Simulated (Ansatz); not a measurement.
This script for Ansatz 0.2.0 through its Python package starts 8 runs on C2H4FGe, SMILES C=[CH][GeH][F]. What input does the engine get in each?

`c2h4fge.py`
```python
# -*- coding: utf-8 -*-
"""Stretching a bond of C2H4FGe, the rest held rigid."""

import ansatz as az
import numpy as np

BASIS_SET = "def2-SVP"
XC = "cam_b3lyp"

molecule = (
    az.Crystal.molecule()
    .atom("C", [-0.2445, 1.1103, -0.3875])
    .atom("C", [0.6732, 0.2477, -0.2738])
    .atom("Ge", [0.2754, -1.4877, 0.4457])
    .atom("F", [-0.234, -1.306, 2.0911])
    .atom("H", [-0.071, 2.1263, -0.8318])
    .atom("H", [-1.3088, 0.9437, -0.0927])
    .atom("H", [1.7147, 0.4935, -0.5812])
    .atom("H", [-0.7128, -2.185, -0.4256])
)

symbols = [site.symbol for site in molecule.cartesian_sites]
start = np.array([site.position_ang for site in molecule.cartesian_sites])
axis = (start[3] - start[2]) / np.linalg.norm(start[3] - start[2])
moving = [3]
lengths, energies = [1.524, 1.593, 1.663, 1.732, 1.801, 1.871, 1.94, 2.044], []
for length in lengths:
    xyz = start.copy()
    xyz[moving] += (length - np.linalg.norm(start[3] - start[2])) * axis
    point = az.Crystal.molecule()
    for symbol, place in zip(symbols, xyz):
        point = point.atom(symbol, place.tolist())
    setup = (
        point.calculation()
        .basis(gaussian=BASIS_SET)
        .functional(XC)
        .spin("collinear", total=1)
    )
    data = setup.run().report
    energies.append(data["free_energy_ev"])
    print(f"r = {length:6.3f} A  E = {energies[-1]:.5f} eV  <S^2> = {abs(data['mean_field']['state']['spin_squared']):.3f}")

# quartic fit about the minimum
fit = np.polynomial.Polynomial.fit(lengths, np.array(energies) - min(energies), 4).convert()
roots = [r.real for r in fit.deriv().roots() if abs(r.imag) < 1e-9 and fit.deriv(2)(r.real) > 0]
r_e = min(roots, key=lambda r: abs(r - lengths[int(np.argmin(energies))]))
print(f"minimum of the fit at {r_e:.4f} A, force constant {fit.deriv(2)(r_e):.2f} eV/A^2")
```

Run 1:
```yaml
crystal:
  periodic: [false, false, false]
  atoms:
    - { symbol: C, position_ang: [-0.2445, 1.1103, -0.3875] }
    - { symbol: C, position_ang: [0.6732, 0.2477, -0.2738] }
    - { symbol: Ge, position_ang: [0.2754, -1.4877, 0.4457] }
    - { symbol: F, position_ang: [-0.17282341746975996, -1.327821329104328, 1.893495074803186] }
    - { symbol: H, position_ang: [-0.071, 2.1263, -0.8318] }
    - { symbol: H, position_ang: [-1.3088, 0.9437, -0.0927] }
    - { symbol: H, position_ang: [1.7147, 0.4935, -0.5812] }
    - { symbol: H, position_ang: [-0.7128, -2.185, -0.4256] }
basis:
  gaussian:
    orbitals: def2-SVP
hamiltonian:
  xc: cam_b3lyp
magnetization:
  spin_polarized: true
  initial_magnetization: 1.0
```

Run 2, against run 1:
```diff
-    - { symbol: F, position_ang: [-0.17282341746975996, -1.327821329104328, 1.893495074803186] }
+    - { symbol: F, position_ang: [-0.1931169973945719, -1.3205827278629885, 1.9590448518119916] }
```

Run 3, against run 1:
```diff
-    - { symbol: F, position_ang: [-0.17282341746975996, -1.327821329104328, 1.893495074803186] }
+    - { symbol: F, position_ang: [-0.21370468717336666, -1.3132392193572817, 2.025544625589041] }
```

Run 4, against run 1:
```diff
-    - { symbol: F, position_ang: [-0.17282341746975996, -1.327821329104328, 1.893495074803186] }
+    - { symbol: F, position_ang: [-0.23399826709817861, -1.3060006181159423, 2.0910944025978466] }
```

Run 5, against run 1:
```diff
-    - { symbol: F, position_ang: [-0.17282341746975996, -1.327821329104328, 1.893495074803186] }
+    - { symbol: F, position_ang: [-0.25429184702299057, -1.2987620168746028, 2.1566441796066522] }
```

Run 6, against run 1:
```diff
-    - { symbol: F, position_ang: [-0.17282341746975996, -1.327821329104328, 1.893495074803186] }
+    - { symbol: F, position_ang: [-0.27487953680178534, -1.291418508368896, 2.2231439533837016] }
```

Run 7, against run 1:
```diff
-    - { symbol: F, position_ang: [-0.17282341746975996, -1.327821329104328, 1.893495074803186] }
+    - { symbol: F, position_ang: [-0.2951731167265973, -1.2841799071275566, 2.2886937303925072] }
```

Run 8, against run 1:
```diff
-    - { symbol: F, position_ang: [-0.17282341746975996, -1.327821329104328, 1.893495074803186] }
+    - { symbol: F, position_ang: [-0.32576054154080664, -1.2732695516333636, 2.3874933942898373] }
```

```console
$ python c2h4fge.py
r =  1.524 A  E = -61362.26326 eV  <S^2> = 0.751
r =  1.593 A  E = -61362.88113 eV  <S^2> = 0.751
r =  1.663 A  E = -61363.20372 eV  <S^2> = 0.751
r =  1.732 A  E = -61363.31180 eV  <S^2> = 0.751
r =  1.801 A  E = -61363.27514 eV  <S^2> = 0.751
r =  1.871 A  E = -61363.13642 eV  <S^2> = 0.752
r =  1.940 A  E = -61362.93248 eV  <S^2> = 0.752
r =  2.044 A  E = -61362.54952 eV  <S^2> = 0.752
minimum of the fit at 1.7443 A, force constant 28.53 eV/A^2
```

Reading the output:
- Total energies depend on the basis set; only differences at equal settings carry meaning.
- The rest of the molecule is held rigid at a force-field or estimated start geometry, and the basis set is modest; single-reference methods fail as a bond breaks.
- The run takes the species as open-shell (spin multiplicity 2), which needn't be its ground state.
- It ran for 44 s on 1 thread of Arm Neoverse V2 (shared host), peak memory 0.37 GiB.
